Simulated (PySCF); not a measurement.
# C4H7IS: the cost of one run

Programs: PySCF 2.14.0, with routines of our own; each step states its level. All values are computed. Atoms count from 0.

## (1) The system as given

13 atoms, charge 0, multiplicity 1; geometry from: GFN2-xTB.

## (2) Relaxing the molecule at PBE0-D3(BJ)/def2-SVP

What the job is given:

```
{"job": {"xc": "PBE0", "basis": "def2-SVP", "d3": "d3bj", "grid": 1, "maxiter": 30, "shake": 0.01, "kind": "geom"}, "charge": 0, "multiplicity": 1}
C      1.805180     0.323150    -0.342330
C      0.677790    -0.605320    -0.053060
S      0.896250    -1.966400     0.792600
C     -0.653980    -0.246050    -0.561450
C     -1.662050     0.000580     0.574390
I     -1.204270     1.828450     1.660940
H      2.716080     0.037770     0.139350
H      1.532040     1.357360    -0.016740
H      1.946790     0.405820    -1.405150
H     -1.082720    -1.103400    -1.112130
H     -0.650970     0.614580    -1.213660
H     -2.669650     0.126920     0.224900
H     -1.644680    -0.790340     1.302010
```

Started as:

```sh
OMP_NUM_THREADS=1 python heavy_run.py task.json out
```

One launch serves the whole session: the jobs run in the order shown.

**Question.** How long does this first job take on 1 thread of Arm Neoverse V2, shared host, and how much memory does it need?

About 2.2 min, with a peak of 0.65 GiB.
